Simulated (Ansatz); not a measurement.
# CsYIr: the cost of one run

Method: DFT PBE, scalar-relativistic, plane waves, PAW, in Ansatz 0.2.0.

## 1. Starting point

Symmetry: P-6m2, No. 187, hexagonal system. The conventional cell has a = 4.724 Å, b = 4.724 Å, c = 4.644 Å, α = 90.00°, β = 90.00°, γ = 120.00°. Cs (site symmetry -6m2) has 6 Y at 3.58 Å and 6 Ir at 3.58 Å as nearest neighbours. Around Y (site symmetry -6m2) lie 3 Ir at 2.73 Å. Around Ir (site symmetry -6m2) lie 3 Y at 2.73 Å.

Structure file:

```cif
data_structure
_symmetry_space_group_name_H-M 'P-6m2'
_symmetry_Int_Tables_number 187
_cell_length_a 4.7242
_cell_length_b 4.7242
_cell_length_c 4.6445
_cell_angle_alpha 90.000
_cell_angle_beta 90.000
_cell_angle_gamma 120.000
_cell_volume 89.77
loop_
_atom_site_label
_atom_site_type_symbol
_atom_site_symmetry_multiplicity
_atom_site_Wyckoff_symbol
_atom_site_fract_x
_atom_site_fract_y
_atom_site_fract_z
_atom_site_occupancy
Cs1 Cs 1 a 0.00000 0.00000 0.00000 1
Y1 Y 1 d 0.33333 0.66667 0.50000 1
Ir1 Ir 1 f 0.66667 0.33333 0.50000 1
```

Recipe of the guess: species swapped into a database cell of CeCuGe (P-6m2, No. 187), with Cs on the Ce sites, Y on the Cu sites and Ir on the Ge sites. The dimensions are guesses.

## 2. The guess as it stands, on a coarse mesh

input.yaml reads:

```yaml
crystal:
  lattice:
    - [4.72415129, 0.0, 0.0]
    - [-2.36207565, 4.09123503, 0.0]
    - [0.0, 0.0, 4.64445489]
  atoms:
    - { symbol: Cs, position: [0.0, 0.0, 0.0] }
    - { symbol: "Y", position: [0.33333333, 0.66666667, 0.5] }
    - { symbol: Ir, position: [0.66666667, 0.33333333, 0.5] }
basis:
  ecutwfc: 420
kpoints:
  mp_grid: { grid: [6, 6, 4] }
hamiltonian:
  xc: pbe
scf:
  occupations: { method: gaussian, width: 0.1 }
  lower_state_search: "off"
output:
  forces: true
  stress: true
  eigenvalues: true
```

The run is started by

```
ansatz run input.yaml --threads 1 --pin off --max-ram 2048MiB --backend cpu --events-out ev --progress --plain --runs-dir out
```

**Question.** How long does this run take on 1 thread of Arm Neoverse V1, shared host, and how much memory does it need?

About 3.7 s, with a peak of 0.33 GiB.
